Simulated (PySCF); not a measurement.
# C4H12Ge: the cost of one run

Programs: PySCF 2.14.0, with routines of our own; each step states its level. All values are computed. Atoms count from 0.

## 1. The system as given

17 atoms, charge 0, multiplicity 1; geometry from: GFN2-xTB.

## 2. Relaxing the molecule at PBE0-D3(BJ)/def2-SVP

The job: settings as JSON, then the geometry in Å.

```
{"job": {"xc": "PBE0", "basis": "def2-SVP", "d3": "d3bj", "grid": 1, "maxiter": 30, "shake": 0.01, "kind": "geom"}, "charge": 0, "multiplicity": 1}
C     -0.452140    -1.024890    -1.649870
Ge    -0.007090    -0.005420    -0.003600
C     -0.041760     1.947900    -0.386990
C     -1.288380    -0.409650     1.422270
C      1.810780    -0.544380     0.593210
H     -1.466150    -0.716160    -2.006190
H     -0.456890    -2.072180    -1.473520
H      0.252060    -0.781780    -2.453690
H      0.238190     2.522320     0.529650
H     -1.008870     2.268760    -0.695290
H      0.682060     2.196960    -1.150050
H     -2.317510    -0.124910     1.126360
H     -1.356200    -1.463940     1.641910
H     -1.098830     0.129560     2.344810
H      1.846220    -1.612310     0.818650
H      2.554440    -0.306890    -0.152120
H      2.093560     0.008850     1.504630
```

Launch:

```
OMP_NUM_THREADS=1 python heavy_run.py task.json out
```

The driver reads the jobs from task.json and runs them one after another.

**Question.** How long does this first job take on 1 thread of Arm Neoverse V2, shared host, and how much memory does it need?

About 90 s, with a peak of 0.6 GiB.
